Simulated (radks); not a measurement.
**Valence configurations of Ru⁺**

The task here is to estimate one member of a computed series from the others.

Method: Dirac Kohn-Sham, BLYP, spin-unpolarised, spherical densities, point nucleus; open shells fill j = l - 1/2 first. Code: radks (a radial shooting solver on a logarithmic mesh, Libxc functionals) version 1.

## The system

- element: ruthenium (Z = 44)
- charge: +1
- electrons: 43
- configuration: [Kr] 4d7
- others tried: 4d6.5 5p0.5; 4d6 5s1; 4d6.5 5s0.5; 4d5 5s2; 4d5 5s1 5p1; 4d6 5p1; 4d5 5p2; 4d5.5 5s0.5 5p1

The first run:

The run's settings:

```text
Z 44
configuration [Kr] 4d7
relativity Dirac
functional b88,lyp
spin unpolarised
j_filling energy
nucleus point
c 137.035999084
```

Among the steps run: [Kr] 4d7.

One table of the session follows, with a row left open; its other results are not shown here.

It belongs to the step «[Kr] 4d7». Sizes of the orbitals, from the radial functions (bohr):

| level | <r> | outermost maximum (interpolated) | 90 % within | nodes |
| --- | --- | --- | --- | --- |
| 3p3/2 | 0.4064 | 0.358 | 0.613 | 1 |
| 3d3/2 | 0.3822 | 0.299 | 0.609 | 0 |
| 3d5/2 | 0.3857 | 0.302 | 0.614 | 0 |
| 4s1/2 | ? | ? | ? | ? |
| 4p1/2 | 1.107 | 0.966 | 1.64 | 2 |
| 4p3/2 | 1.139 | 0.991 | 1.69 | 2 |
| 4d3/2 | 1.640 | 1.21 | 2.66 | 1 |
| 4d5/2 | 1.663 | 1.22 | 2.70 | 1 |

Estimate the missing values for 4s1/2.

As computed: <r>: 1.019; outermost maximum (interpolated): 0.914; 90 % within: 1.48; nodes: 3. In the column «<r>» it lies between 3p3/2 (0.4064) and 4p1/2 (1.107).
